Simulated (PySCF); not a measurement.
# CH5GaS (SMILES [CH3][GaH][SH]): levels of theory compared

Wanted: a comparison of 6 runs (HF/def2-SVP, PBE0/3-21G, TPSSh/6-31G*, B3LYP/6-31G*, CAM-B3LYP/pcseg-1, PBE0/def2-SVP) of CH5GaS. The job is set up through a Python script.

Program for the calculation: PySCF 2.14.0.

## 1. Starting point

CH5GaS: 8 atoms, total charge 0, spin state singlet. As SMILES, `[CH3][GaH][SH]`. The coordinates come from a PBE0-D4/def2-TZVP relaxation. This is one conformer, not always the lowest.

Bond lengths: C1–Ga2 1.960 Å, Ga2–S3 2.208 Å, C1–H4 1.093 Å, C1–H5 1.090 Å, C1–H6 1.093 Å, Ga2–H7 1.564 Å, S3–H8 1.343 Å. Angles: C1–Ga2–S3 119.9°, C1–Ga2–H7 126.4°, S3–Ga2–H7 113.7°, Ga2–C1–H4 110.0°, Ga2–C1–H5 112.0°, Ga2–C1–H6 109.8°, Ga2–S3–H8 95.1°, H4–C1–H5 108.8°, H4–C1–H6 107.4°, H5–C1–H6 108.7°.

## 2. Energy and forces at HF/def2-SVP (run 1)

job.py

```python
# [CH3][GaH][SH]
import pyscf.grad
from pyscf import gto

mol = gto.M(
    atom='''
C     -1.554489     1.191094    -0.965083
Ga     1.839837     0.071054     0.006992
S      2.300742    -3.261478     2.473840
H     -1.827743     3.166047    -0.427267
H     -3.025263     0.051401    -0.081069
H     -1.769351     1.075821    -3.016003
H      4.396070     1.314493    -0.802000
H     -0.185571    -3.716335     2.704954
''',
    max_memory=1860,
    unit='bohr',
    basis='def2-svp',
    verbose=3,
)

mf = mol.RHF()
mf.conv_tol = 1e-10
mf.kernel()
if not mf.converged:
    mf = mf.newton().run(mf.mo_coeff, mf.mo_occ)

e_final = mf.e_tot
print('Final energy', e_final)
grad = mf.Gradients().kernel()
mf.analyze()
```

Run with:

```sh
$ OMP_NUM_THREADS=1 python job.py
```

What it wrote:

```text
converged SCF energy = -2361.19281379254
[... 10 lines left out ...]
MO #1   energy= -378.790614742477  occ= 2
[... 10 lines left out ...]
MO #12  energy= -6.40110479196906  occ= 2
[... 10 lines left out ...]
MO #23  energy= -0.581973858454476 occ= 2
[... 10 lines left out ...]
MO #34  energy= 0.213837080082489  occ= 0
[... 10 lines left out ...]
MO #45  energy= 0.566223963646246  occ= 0
[... 10 lines left out ...]
MO #56  energy= 0.95449974289301   occ= 0
[... 10 lines left out ...]
MO #67  energy= 1.80120556455217   occ= 0
[... 10 lines left out ...]
MO #78  energy= 2.40231735626      occ= 0
[... 10 lines left out ...]
MO #89  energy= 3.27859471021908   occ= 0
[... 9 lines left out ...]
Dipole moment(X, Y, Z, Debye): -1.67857,  1.10096, -0.87889
```

It took 11 s on 1 thread of Arm Neoverse N1, shared host; peak memory 0.18 GiB.

## 3. Energy and gradient at PBE0/3-21G (run 2)

input.py

```python
# [CH3][GaH][SH]
from pyscf import gto, dft

mol = gto.Mole()
mol.atom = '''
C   -0.822600   0.630300  -0.510700
Ga   0.973600   0.037600   0.003700
S    1.217500  -1.725900   1.309100
H   -0.967200   1.675400  -0.226100
H   -1.600900   0.027200  -0.042900
H   -0.936300   0.569300  -1.596000
H    2.326300   0.695600  -0.424400
H   -0.098200  -1.966600   1.431400
'''
mol.max_memory = 1860
mol.basis = '3-21g'
mol.spin = 0
mol.charge = 0
mol.verbose = 4
mol.build()

ks = dft.RKS(mol, xc='pbe0')
ks.grids.level = 5
ks.conv_tol = 1e-10
ks.kernel()
if not ks.converged:
    ks = ks.newton().run(ks.mo_coeff, ks.mo_occ)

e_tot = ks.e_tot
print(f'total energy: {e_tot:.8f} hartree')
grad = ks.nuc_grad_method().kernel()
ks.analyze()
```

Run with:

```sh
$ OMP_NUM_THREADS=1 python input.py
```

What it wrote:

```text
PySCF version 2.14.0

[... 91 lines left out ...]
Two-electron Energy =                 1169.417838736833573
[... 9 lines left out ...]
MO #6   energy= -40.4526293379274  occ= 2
[... 7 lines left out ...]
MO #14  energy= -3.74436958962381  occ= 2
[... 7 lines left out ...]
MO #22  energy= -0.700177167795731 occ= 2
[... 7 lines left out ...]
MO #30  energy= -0.0376949115900409 occ= 0
[... 7 lines left out ...]
MO #38  energy= 0.232512544049573  occ= 0
[... 7 lines left out ...]
MO #46  energy= 0.761962584184085  occ= 0
[... 7 lines left out ...]
MO #54  energy= 1.71904280396254   occ= 0
[... 65 lines left out ...]
Dipole moment(X, Y, Z, Debye): -2.14953,  1.50572, -1.19983
```

Run time: 19 s. Hardware: 1 thread of Arm Neoverse N1, shared host; peak memory 0.55 GiB.

Run 3 isn't shown in full; the table further down has it.

## 4. Energy and forces at B3LYP/6-31G(d) (Cartesian functions) (run 4)

run.py

```python
from pyscf import gto, dft

mol = gto.M(
    atom='''
C       -0.822600       0.630300      -0.510700
Ga       0.973600       0.037600       0.003700
S        1.217500      -1.725900       1.309100
H       -0.967200       1.675400      -0.226100
H       -1.600900       0.027200      -0.042900
H       -0.936300       0.569300      -1.596000
H        2.326300       0.695600      -0.424400
H       -0.098200      -1.966600       1.431400
''',
    cart=True,
    spin=0,
    max_memory=1860,
    verbose=4,
    basis='6-31g*',
)

mf = dft.RKS(mol)
mf.xc = 'b3lyp'
mf.conv_tol = 1e-10
mf.grids.level = 5
mf.kernel()
if not mf.converged:
    mf = mf.newton().run(mf.mo_coeff, mf.mo_occ)

etot = mf.e_tot
print('Final energy', etot)
grad = mf.nuc_grad_method().kernel()
mf.analyze()
```

Run with:

```sh
$ OMP_NUM_THREADS=1 python run.py
```

What it wrote:

```text
PySCF version 2.14.0

[... 101 lines left out ...]
MO #2   energy= -88.8660539823228  occ= 2
[... 10 lines left out ...]
MO #13  energy= -3.80934861613278  occ= 2
[... 10 lines left out ...]
MO #24  energy= -0.410487684017616 occ= 2
[... 10 lines left out ...]
MO #35  energy= 0.108213485151737  occ= 0
[... 10 lines left out ...]
MO #46  energy= 0.418925949006334  occ= 0
[... 10 lines left out ...]
MO #57  energy= 0.875990106265282  occ= 0
[... 10 lines left out ...]
MO #68  energy= 2.06733265046948   occ= 0
[... 10 lines left out ...]
MO #79  energy= 73.8843483855387   occ= 0
[... 90 lines left out ...]
Dipole moment(X, Y, Z, Debye): -1.78862,  1.04791, -0.84719
```

Run time: 42 s. Hardware: 1 thread of Arm Neoverse N1, shared host; peak memory 0.77 GiB.

Run 5 isn't shown in full; the table further down has it.

## 5. Energy and forces at PBE0/def2-SVP (run 6)

geometry.xyz

```xyz
8
CH5GaS
C     -0.822600     0.630300    -0.510700
Ga     0.973600     0.037600     0.003700
S      1.217500    -1.725900     1.309100
H     -0.967200     1.675400    -0.226100
H     -1.600900     0.027200    -0.042900
H     -0.936300     0.569300    -1.596000
H      2.326300     0.695600    -0.424400
H     -0.098200    -1.966600     1.431400
```

run.py

```python
# [CH3][GaH][SH]
import pyscf.grad
from pyscf import gto, dft

mol = gto.Mole()
mol.atom = 'geometry.xyz'
mol.verbose = 4
mol.basis = 'def2-svp'
mol.spin = 0
mol.charge = 0
mol.max_memory = 1860
mol.build()

myscf = dft.RKS(mol, xc='pbe0')
myscf.grids.level = 5
myscf.conv_tol = 1e-10
myscf.kernel()
if not myscf.converged:
    myscf = myscf.newton().run(myscf.mo_coeff, myscf.mo_occ)

etot = myscf.e_tot
print('E = %.10f Eh' % etot)
grad = myscf.Gradients().kernel()
myscf.analyze()
```

Run with:

```sh
$ OMP_NUM_THREADS=1 python run.py
```

What it wrote:

```text
PySCF version 2.14.0

[... 102 lines left out ...]
MO #5   energy= -40.7627934050619  occ= 2
[... 11 lines left out ...]
MO #17  energy= -0.860310060629712 occ= 2
[... 11 lines left out ...]
MO #29  energy= -0.272287676221629 occ= 2
[... 11 lines left out ...]
MO #41  energy= 0.306952934800607  occ= 0
[... 11 lines left out ...]
MO #53  energy= 0.678713682993249  occ= 0
[... 11 lines left out ...]
MO #65  energy= 1.26518284466096   occ= 0
[... 11 lines left out ...]
MO #77  energy= 1.98401870313419   occ= 0
[... 11 lines left out ...]
MO #89  energy= 2.9410631906428    occ= 0
[... 100 lines left out ...]
Dipole moment(X, Y, Z, Debye): -1.71507,  0.90805, -0.74168
```

It took 41 s on 1 thread of Arm Neoverse N1, shared host; peak memory 0.87 GiB.

## 6. Overview of the runs

```
run                               level  integration grid  Cartesian functions   energy (Eh)  dipole moment (D)  HOMO energy (eV)  LUMO energy (eV)  wall time
  1                         HF/def2-SVP                 –                   no  -2361.192814               2.19            -10.12              1.88       11 s
  2                          PBE0/3-21G                 5                   no  -2352.102990               2.89             -7.56             -1.03       19 s
  3  TPSSh/6-31G* (spherical functions)                 5                   no  -2363.894816               2.28             -6.82             -1.36       61 s
  4  B3LYP/6-31G* (Cartesian functions)                 5                  yes  -2363.967383               2.24             -7.16             -1.24       42 s
  5                   CAM-B3LYP/pcseg-1                 5                   no  -2364.060878               2.24             -8.85             -0.22       86 s
  6                       PBE0/def2-SVP                 5                   no  -2363.348660               2.08             -7.41             -0.95       41 s
```

## 7. Summary of results

```
                       quantity           value
            run 6: total energy  -2363.34866 Eh
           run 6: dipole moment          2.08 D
             run 6: HOMO energy        -7.41 eV
             run 6: LUMO energy        -0.95 eV
           run 6: HOMO–LUMO gap         6.46 eV
run 6: largest force on an atom      0.317 eV/Å
```

**Reading.** The dipole moment (its size) runs from 2.08 D (PBE0/def2-SVP) to 2.89 D (PBE0/3-21G). The HOMO–LUMO gap runs from 5.45 eV (TPSSh/6-31G*) to 12.00 eV (HF/def2-SVP). The two ends differ in method and basis. Totals of different functionals can't be ranked against each other. All runs together took 4.3 min, the longest 86 s.
